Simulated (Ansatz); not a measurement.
# C2H7InOS: one species, many methods

One table from this session's results is given with a row withheld; the runs are named, their logs left out.

Computed with Ansatz 0.2.0, Gaussian basis. Level: functionals in def2-TZVPP, the program's frozen cores in correlated methods.

The runs, in order: PBE-D4, r2SCAN-D4, PBE0-D4, B3LYP-D4, ωB97X-V, ωB97M-V, B2PLYP; CCSD(T)/def2-TZVPP; MP2/def2-QZVPP; extrapolation to the limit.

**Structure used throughout**

An earlier PBE0-D4 in a triple-zeta def2 set relaxation fixed the geometry. In takes the def2 core potential; no spin-orbit term is included.

SMILES `C[CH2][In]([OH])[SH]`, 12 atoms, charge 0, spin multiplicity 1.

Atoms are counted from 1 here; the program's logs count them from 0.

Bond lengths: C1–C2 1.522 Å, C1–H6 1.095 Å, C1–H7 1.092 Å, C1–H8 1.092 Å, C2–In3 2.153 Å, C2–H9 1.093 Å, C2–H10 1.093 Å, In3–O4 1.993 Å, In3–S5 2.382 Å, O4–H11 0.960 Å, S5–H12 1.345 Å. Angles: C2–C1–H6 111.1°, C2–C1–H7 112.0°, C2–C1–H8 112.0°, H6–C1–H7 107.2°, H6–C1–H8 107.2°, H7–C1–H8 107.1°, C1–C2–In3 113.8°, C1–C2–H9 111.5°, C1–C2–H10 111.5°, In3–C2–H9 106.6°, In3–C2–H10 106.6°, H9–C2–H10 106.6°, C2–In3–O4 126.2°, C2–In3–S5 126.2°, O4–In3–S5 107.7°, In3–O4–H11 113.9°, In3–S5–H12 91.6°.

Set-up of the first run:

File in.yaml:

```yaml
crystal:
  periodic: [false, false, false]
  atoms:
    - {symbol: C, position_ang: [0.151377, 1.142466, 1.603474]}
    - {symbol: C, position_ang: [-0.042046, -0.284909, 1.113225]}
    - {symbol: In, position_ang: [-0.049332, -0.472972, -1.031054]}
    - {symbol: O, position_ang: [-0.278050, -2.162044, -2.063408]}
    - {symbol: S, position_ang: [0.214854, 1.301684, -2.598567]}
    - {symbol: H, position_ang: [0.148136, 1.186537, 2.697292]}
    - {symbol: H, position_ang: [-0.640834, 1.806535, 1.250198]}
    - {symbol: H, position_ang: [1.099975, 1.565582, 1.265057]}
    - {symbol: H, position_ang: [-0.987822, -0.704444, 1.465941]}
    - {symbol: H, position_ang: [0.747923, -0.944855, 1.481097]}
    - {symbol: H, position_ang: [-0.391751, -2.940941, -1.514513]}
    - {symbol: H, position_ang: [0.104471, 0.452160, -3.634844]}
basis:
  gaussian: {orbitals: def2-TZVPP}
hamiltonian: {xc: pbe, dispersion: d4}
output: {forces: true, orbitals: {seedname: orbitals}}
```

On the command line:

```bash
> ansatz run in.yaml --threads 2 --pin off --events-out ev --progress --plain --max-ram 32768MiB --backend cuda --devices 0, --max-vram 18GiB
```

Among the steps run: PBE-D4 (GGA); r2SCAN-D4 (meta-GGA); PBE0-D4 (hybrid); B3LYP-D4 (hybrid); ωB97X-V (range-separated); ωB97M-V (range-separated); B2PLYP (double hybrid); CCSD(T) in def2-TZVPP; MP2 in def2-QZVPP.

One of the session's tables, all rows but one given; the rest of the session is left out.

```
            method  atomisation energy (kJ/mol)
            PBE-D4                       4191.7
         r2SCAN-D4                       4139.6
           PBE0-D4                       4121.9
          B3LYP-D4                       4102.3
           ωB97X-V                       4142.7
           ωB97M-V                       4141.7
            B2PLYP                       4069.9
     HF/def2-TZVPP                            ?
    MP2/def2-TZVPP                       4089.2
   CCSD/def2-TZVPP                       3972.2
CCSD(T)/def2-TZVPP                       4037.7
           MP2/CBS                       4204.0
       CCSD(T)/CBS                       4152.5
```

**Question.** Estimate the row for HF/def2-TZVPP.

**Answer.** atomisation energy (kJ/mol): 2962.2. In the column «atomisation energy (kJ/mol)» it is the lowest.
